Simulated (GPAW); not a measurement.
The system is HPbNO4.

```
H Pb N O
1.0
     4.12040   -0.00081   -0.01120
     0.00404    6.42722    0.05360
     0.02791    3.20707    7.74994
H Pb N O
2 2 2 8
Direct
  0.90366 0.21821 0.48851
  0.40337 0.78177 0.51142
  0.39455 0.30863 0.70725
  0.89489 0.69135 0.29266
  0.63409 0.19990 0.20730
  0.13386 0.80012 0.79275
  0.90829 0.32866 0.54369
  0.53792 0.39076 0.19497
  0.53483 0.11279 0.10602
  0.83718 0.08887 0.32672
  0.40817 0.67132 0.45624
  0.03774 0.60924 0.80520
  0.03429 0.88737 0.89397
  0.33716 0.91101 0.67330
```

The cell was built by a generator and needn't be a form met in nature.

Base run:

```yaml
Program: GPAW 26.7.0
Functional: PBE
Potentials_or_basis: GPAW PAW data sets (gpaw-data 1.2.1)
Cutoff: 800 eV
Basis: pw
k_mesh: 7 × 5 × 4
Occupations: fermi-dirac, width 0.05 eV
Spin: no spin polarisation
```

Its results: band gap on the k mesh 3.29 eV, indirect (least direct gap 3.38 eV); pressure -0.3 GPa; largest force 0.108 eV/Å.

Question: The run is repeated on the same cell with these changes: spin from no spin polarisation to spin-orbit coupling, no magnetisation. What comes out?

Answer: Band gap on the k mesh 3.11 eV, indirect (least direct gap 3.18 eV); pressure -0.3 GPa; largest force 0.108 eV/Å.

Spin-orbit coupling splits the band edges, which narrows the gap.

Caveats: spin-orbit coupling is left out, which as a rule narrows the gap of such compounds by several tenths of an eV (some runs); an odd mesh through Γ misses points on the zone boundary, where band edges often lie (some runs); spin-orbit coupling was added after a scalar SCF, so levels and gaps hold it while energy, forces, pressure and moments don't (some runs); this program's spin-orbit splittings come out too wide for heavy elements (some runs).
